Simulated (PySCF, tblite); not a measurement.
# C3H9NSi2: geometry, infrared bands and NMR shifts

Aim: predict the infrared bands and NMR shifts of C3H9NSi2 (`C[SiH2]C[SiH2]C#N`).

The runs use tblite 0.8.0 and PySCF 2.14.0, with density-fitted response routines of our own; the level of theory stands in each step. All values are computed, except where a source is named. Atoms are numbered from 0 throughout.

### 1 Starting geometry

15 atoms, charge 0, multiplicity 1; geometry from: force field or distance geometry start.

Bonds of the start (Å): C0–Si1 1.87, Si1–C2 1.86, C2–Si3 1.87, Si3–C4 1.81, C4–N5 1.16, C0–H6 1.10, C0–H7 1.11, C0–H8 1.11, Si1–H9 1.47, Si1–H10 1.48, C2–H11 1.10, C2–H12 1.13, Si3–H13 1.46, Si3–H14 1.50.

### 2 Relaxing the molecule with GFN2-xTB

The job: settings as JSON, then the geometry in Å.

```
{"job": {"kind": "relax", "xc": "GFN2-xTB", "basis": "xTB"}, "charge": 0, "multiplicity": 1}
C      2.060900     0.602000    -0.300100
Si     0.936600    -0.816100    -0.768900
C     -0.495800    -0.947300     0.405100
Si    -1.989500     0.024600    -0.175000
C     -1.599500     1.791100    -0.220800
N     -1.369000     2.923500    -0.277100
H      3.107700     0.259800    -0.222400
H      2.025400     1.372000    -1.102300
H      1.703800     0.994700     0.677400
H      0.498500    -0.766900    -2.167200
H      1.739100    -2.052000    -0.586900
H     -0.246900    -0.761400     1.461800
H     -0.800300    -2.033500     0.390000
H     -2.471700    -0.478200    -1.458900
H     -3.103800    -0.104200     0.817800
```

On the command line:

```console
> OMP_NUM_THREADS=1 python probes_run.py task.json out
```

One launch serves the whole session: the jobs run in the order shown.

Log:

```text
step      E/eV     max force
  0    -471.11625    2.745
  1    -471.11726    6.977
  2    -471.28249    0.907
  3    -471.30898    0.407
  4    -471.32728    0.312
  5    -471.35386    0.549
  6    -471.36348    0.372
  7    -471.36960    0.165
  8    -471.37324    0.193
  9    -471.37670    0.202
 10    -471.37905    0.109
 11    -471.38070    0.096
 12    -471.38196    0.090
 13    -471.38304    0.097
 14    -471.38394    0.085
 15    -471.38473    0.068
 16    -471.38548    0.072
 17    -471.38612    0.079
 18    -471.38658    0.058
 19    -471.38693    0.047
 20    -471.38730    0.064
 21    -471.38775    0.071
 22    -471.38820    0.065
 23    -471.38856    0.055
 24    -471.38887    0.047
 25    -471.38925    0.061
 26    -471.38978    0.076
 27    -471.39038    0.084
 28    -471.39095    0.070
 29    -471.39150    0.063
 30    -471.39219    0.078
 31    -471.39310    0.105
 32    -471.39403    0.099
 33    -471.39473    0.061
 34    -471.39523    0.062
 35    -471.39575    0.069
 36    -471.39647    0.095
 37    -471.39743    0.107
 38    -471.39862    0.097
 39    -471.40007    0.109
 40    -471.40179    0.106
 41    -471.40356    0.113
 42    -471.40522    0.121
 43    -471.40694    0.129
 44    -471.40848    0.147
 45    -471.40979    0.149
 46    -471.41161    0.102
 47    -471.41407    0.122
 48    -471.41567    0.113
 49    -471.41861    0.128
 50    -471.42109    0.107
 51    -471.42304    0.083
 52    -471.42408    0.157
 53    -471.42500    0.119
 54    -471.42633    0.090
 55    -471.42874    0.067
 56    -471.42971    0.066
 57    -471.43029    0.053
 58    -471.43079    0.060
 59    -471.43143    0.068
 60    -471.43226    0.059
 61    -471.43286    0.049
 62    -471.43320    0.045
 63    -471.43345    0.041
 64    -471.43372    0.038
 65    -471.43404    0.038
 66    -471.43433    0.033
 67    -471.43456    0.029
 68    -471.43474    0.034
 69    -471.43493    0.041
 70    -471.43519    0.046
 71    -471.43560    0.052
 72    -471.43614    0.064
 73    -471.43662    0.064
 74    -471.43699    0.050
 75    -471.43729    0.043
 76    -471.43761    0.040
 77    -471.43804    0.041
 78    -471.43849    0.042
 79    -471.43885    0.040
 80    -471.43911    0.075
 81    -471.43951    0.060
 82    -471.44007    0.070
 83    -471.44166    0.072
 84    -471.44212    0.064
 85    -471.44253    0.041
 86    -471.44274    0.041
 87    -471.44300    0.039
 88    -471.44327    0.034
 89    -471.44351    0.031
 90    -471.44360    0.084
 91    -471.44388    0.033
 92    -471.44411    0.019
 93    -471.44446    0.027
 94    -471.44455    0.020
 95    -471.44461    0.021
 96    -471.44468    0.022
 97    -471.44482    0.032
 98    -471.44506    0.062
 99    -471.44547    0.092
100    -471.44593    0.106
101    -471.44623    0.054
102    -471.44641    0.029
103    -471.44653    0.068
104    -471.44665    0.027
105    -471.44684    0.066
106    -471.44715    0.106
107    -471.44735    0.065
108    -471.44750    0.036
109    -471.44765    0.040
110    -471.44774    0.038
111    -471.44781    0.025
112    -471.44788    0.021
113    -471.44794    0.028
114    -471.44798    0.018
115    -471.44801    0.011
116    -471.44803    0.011
117    -471.44805    0.015
118    -471.44806    0.010
```

Wall time 2.3 s (1 thread of Intel Xeon at 2.50GHz, shared host); peak memory 0.18 GiB.

The steps of the relaxation: (not every step is listed)

| step | energy from step 0 (eV) | largest force (eV/Å) |
| --- | --- | --- |
| 0 | 0.0000 | 2.7450 |
| 1 | -0.0010 | 6.9772 |
| 2 | -0.1662 | 0.9074 |
| 3 | -0.1927 | 0.4065 |
| 4 | -0.2110 | 0.3120 |
| 5 | -0.2376 | 0.5489 |
| 6 | -0.2472 | 0.3722 |
| 7 | -0.2534 | 0.1652 |
| 8 | -0.2570 | 0.1928 |
| 18 | -0.2703 | 0.0577 |
| 28 | -0.2747 | 0.0700 |
| 38 | -0.2824 | 0.0973 |
| 48 | -0.2994 | 0.1126 |
| 58 | -0.3145 | 0.0595 |
| 68 | -0.3185 | 0.0345 |
| 78 | -0.3222 | 0.0417 |
| 88 | -0.3270 | 0.0340 |
| 98 | -0.3288 | 0.0624 |
| 108 | -0.3313 | 0.0365 |
| 113 | -0.3317 | 0.0281 |
| 114 | -0.3317 | 0.0177 |
| 115 | -0.3318 | 0.0112 |
| 116 | -0.3318 | 0.0114 |
| 117 | -0.3318 | 0.0150 |
| 118 | -0.3318 | 0.0100 |

Distances of close pairs at the start and the end, largest changes first:

| bond | before (Å) | after (Å) | change (Å) |
| --- | --- | --- | --- |
| Si3–C4 | 1.810 | 1.870 | +0.060 |
| Si1–C2 | 1.857 | 1.912 | +0.056 |
| C2–H12 | 1.128 | 1.091 | -0.038 |
| Si3–H14 | 1.498 | 1.468 | -0.030 |
| C0–H7 | 1.113 | 1.086 | -0.026 |
| C0–H8 | 1.112 | 1.087 | -0.026 |
| C0–Si1 | 1.869 | 1.893 | +0.024 |
| C2–Si3 | 1.874 | 1.895 | +0.021 |

The end geometry stands in the next job.

### 3 Vibrational analysis with GFN2-xTB

The job: settings as JSON, then the geometry in Å.

```
{"job": {"kind": "ir", "xc": "GFN2-xTB", "basis": "xTB"}, "charge": 0, "multiplicity": 1}
C      1.909803     0.665358    -0.406531
Si     1.051167    -1.005726    -0.638703
C     -0.576698    -1.060382     0.363472
Si    -1.988785     0.052359    -0.235205
C     -1.442093     1.832857    -0.070618
N     -1.112085     2.925557     0.030008
H      2.820501     0.718071    -0.995543
H      1.272258     1.490852    -0.709999
H      2.182672     0.830832     0.632146
H      0.745630    -1.236365    -2.057422
H      1.919669    -2.090652    -0.156473
H     -0.355137    -0.823968     1.405499
H     -0.941794    -2.088086     0.361473
H     -2.301076    -0.143104    -1.653257
H     -3.188447    -0.059613     0.603586
```

Log:

```text
mode    cm-1     km/mol
  1      23.2      2.10
  2      69.3      2.96
  3     102.9      5.00
  4     130.7      0.56
  5     153.1      1.03
  6     216.0      3.28
  7     258.8      6.27
  8     329.0      2.55
  9     449.0     23.76
 10     464.8     60.70
 11     559.9      8.65
 12     567.2     15.83
 13     589.1     19.04
 14     621.2     28.24
 15     671.6    163.29
 16     699.4     93.74
 17     723.9     78.32
 18     765.5    258.30
 19     779.0     28.72
 20     798.8    516.42
 21     824.2     94.48
 22     827.3     46.40
 23     847.4    274.74
 24    1026.4      5.17
 25    1140.3     77.23
 26    1378.2     12.59
 27    1451.7      0.18
 28    1483.3      0.45
 29    1487.5      0.59
 30    2195.7    419.48
 31    2212.8    115.83
 32    2225.5    425.85
 33    2251.6    324.94
 34    2355.4     22.79
 35    2966.3     38.32
 36    2978.7     20.95
 37    3034.8     27.25
 38    3042.8     29.64
 39    3044.7     11.22
```

It took 1 s on 1 thread of Intel Xeon at 2.50GHz, shared host; peak memory 0.18 GiB.

The strongest bands and the atoms that carry them (share of the mass-weighted mode):

| cm⁻¹ | km/mol | atoms |
| --- | --- | --- |
| 672 | 163.3 | H10 36 %, H9 12 %, H13 11 % |
| 766 | 258.3 | H14 41 %, H13 40 % |
| 799 | 516.4 | Si1 19 %, H10 16 %, H9 15 % |
| 847 | 274.7 | H6 33 %, Si1 16 %, C0 12 % |
| 2196 | 419.5 | H10 73 %, H9 20 % |
| 2213 | 115.8 | H9 70 %, H10 23 % |
| 2226 | 425.9 | H14 90 % |
| 2252 | 324.9 | H13 92 % |

### 4 NMR shieldings: PBE0/pcSseg-1

Settings changed since step 3:

```diff
@@ -1,2 +1,2 @@
-{"job": {"kind": "ir", "xc": "GFN2-xTB", "basis": "xTB"}, "charge": 0, "multiplicity": 1}
+{"job": {"kind": "nmr", "xc": "PBE0", "basis": "pcSseg-1"}, "charge": 0, "multiplicity": 1}
 C      1.909803     0.665358    -0.406531
```

Method: GIAO PBE0/pcSseg-1 NMR shielding, non-relativistic, gas phase.

Log:

```text
coarse grid: 13152 points
cycle   1  E = -752.8799141800  dE =  2.301e-01  |g| = 5.188e-01  |ddm| = 3.412e+00
cycle   2  E = -752.7797132521  dE =  1.002e-01  |g| = 8.383e-01  |ddm| = 9.425e-01
cycle   3  E = -752.9375653398  dE = -1.579e-01  |g| = 2.219e-01  |ddm| = 5.992e-01
cycle   4  E = -752.9480243577  dE = -1.046e-02  |g| = 3.680e-02  |ddm| = 1.415e-01
cycle   5  E = -752.9483345104  dE = -3.102e-04  |g| = 1.027e-02  |ddm| = 3.950e-02
cycle   6  E = -752.9483624122  dE = -2.790e-05  |g| = 2.037e-03  |ddm| = 1.141e-02
cycle   7  E = -752.9483634280  dE = -1.016e-06  |g| = 6.239e-04  |ddm| = 2.265e-03
final grid: 116816 points
cycle   8  E = -752.9814439018  dE = -2.154e-05  |g| = 6.250e-03  |ddm| = 1.905e-02
cycle   9  E = -752.9814395709  dE =  4.331e-06  |g| = 7.477e-03  |ddm| = 1.057e-02
cycle  10  E = -752.9814532957  dE = -1.372e-05  |g| = 1.346e-03  |ddm| = 5.943e-03
cycle  11  E = -752.9814536588  dE = -3.631e-07  |g| = 4.037e-04  |ddm| = 8.930e-04
cycle  12  E = -752.9814536933  dE = -3.450e-08  |g| = 7.509e-05  |ddm| = 2.985e-04
cycle  13  E = -752.9814536946  dE = -1.310e-09  |g| = 2.283e-05  |ddm| = 7.884e-05
cycle  14  E = -752.9814536947  dE = -1.262e-10  |g| = 6.836e-06  |ddm| = 2.654e-05
converged SCF energy = -752.9814536947

GIAO shielding tensors (ppm)
atom      isotropic    diamagn.    paramagn.     s11        s22        s33       span
  0 C      192.408     255.400     -62.992    188.684    190.427    198.111      9.427
  1 Si     390.438     881.139    -490.701    354.640    389.970    426.705     72.065
  2 C      195.683     259.347     -63.664    188.451    191.757    206.841     18.390
  3 Si     418.096     879.555    -461.459    387.113    399.920    467.255     80.143
  4 C       60.433     264.102    -203.669    -57.730    -48.227    287.255    344.986
  5 N      -98.732     337.976    -436.709   -295.769   -292.760    292.332    588.101
  6 H       31.508      29.780       1.728     26.820     27.818     39.886     13.066
  7 H       30.595      34.493      -3.898     24.794     29.147     37.844     13.049
  8 H       31.396      32.683      -1.287     27.378     28.680     38.131     10.753
  9 H       27.377      30.102      -2.725     24.157     25.678     32.296      8.140
 10 H       27.192      29.527      -2.334     23.269     25.364     32.944      9.675
 11 H       31.593      33.792      -2.199     27.395     28.745     38.639     11.244
 12 H       31.898      31.068       0.830     26.241     28.804     40.649     14.408
 13 H       27.286      28.314      -1.028     24.431     25.111     32.316      7.886
 14 H       27.065      27.250      -0.184     23.310     24.997     32.889      9.579
```

It took 49 s on 1 thread of Intel Xeon at 2.50GHz, shared host; peak memory 0.74 GiB.

The references, computed at this level on geometries of the same kind, shield at (ppm): ¹H TMS 31.72, ¹³C TMS 186.9, ²⁹Si TMS 349.2, ¹⁵N NH3 267.7. Their shielding less the atom's gives the shift. The references are single molecules in the gas phase, so shifts against H2O, NH3, PH3, H3PO4 or CFCl3 are not on the usual liquid scales and can be off by tens of ppm. Atoms listed in one row are averaged.

| atoms | environment | σ (ppm) | δ (ppm) | δ scaled to CDCl3 |
| --- | --- | --- | --- | --- |
| C4 | nitrile carbon | 60.4 | 126.5 | 121.5 |
| C0 | methyl carbon bonded to Si | 192.4 | -5.5 | -7.3 |
| C2 | sp3 CH2 bonded to 2 Si | 195.7 | -8.8 | -10.5 |
| H13, H14 | hydrogen on a silicon bonded to 2 C | 27.18 | 4.54 | – |
| H9, H10 | hydrogen on a silicon bonded to 2 C | 27.28 | 4.43 | – |
| H6, H7, H8 | hydrogen on a methyl carbon bonded to Si | 31.17 | 0.55 | 0.62 |
| H11, H12 | hydrogen on an sp3 CH2 bonded to 2 Si | 31.75 | -0.03 | 0.08 |
| Si1 | silicon bonded to 2 C, 2 H | 390.4 | -41.3 | – |
| Si3 | silicon bonded to 2 C, 2 H | 418.1 | -68.9 | – |
| N5 | nitrile nitrogen | -98.7 | 366.5 | – |

The scaled column applies a straight-line fit of computed shieldings to shifts measured in CDCl3 (root-mean-square error 0.16 ppm for H, 1.9 ppm for C).

Charges from the same density, by scheme (e):

| atoms | Mulliken | IAO | Hirshfeld | ESP fit |
| --- | --- | --- | --- | --- |
| C0 | -0.63 | -0.72 | -0.21 | -0.62 |
| Si1 | 0.63 | 0.77 | 0.35 | 0.65 |
| C2 | -0.86 | -0.83 | -0.24 | -0.55 |
| Si3 | 0.71 | 0.76 | 0.39 | 0.53 |
| C4 | -0.20 | -0.16 | -0.03 | 0.14 |
| N5 | -0.21 | -0.20 | -0.20 | -0.39 |

Mayer bond orders: C0–Si1 0.98, Si1–C2 0.88, C2–Si3 0.95, Si3–C4 0.81, C4–N5 2.92.

### 5 What came out

| quantity | value |
| --- | --- |
| strongest single infrared mode (GFN2-xTB) | 799 cm⁻¹, 516 km/mol |
| zero-point energy (GFN2-xTB) | 65.4 kcal/mol |
| ¹³C shifts against TMS (PBE0/pcSseg-1) | 126.5, -5.5, -8.8 ppm |
| ¹H shifts against TMS (PBE0/pcSseg-1, means over atoms taken as alike) | 4.54, 4.43, 0.55, -0.03 ppm |
| ²⁹Si shifts against TMS (PBE0/pcSseg-1) | -41.3, -68.9 ppm |
| ¹⁵N shifts against NH3 (PBE0/pcSseg-1) | 366.5 ppm |

**Reading.** Over 118 steps the energy fell by 0.332 eV; of the close pairs, Si3–C4 changed most, 1.810 to 1.870 Å. No mode is imaginary among the 39: a minimum at this level. The strongest single mode, at 799 cm⁻¹, has its largest shares on Si1, H10 and H9 (the list is cut at 3 atoms). Unscaled tight-binding wavenumbers are off by several per cent, some by more. Its intensities can rank the bands wrongly. At PBE0/pcSseg-1: The largest span, 588 ppm, is at N5, where the paramagnetic term is -437 ppm.
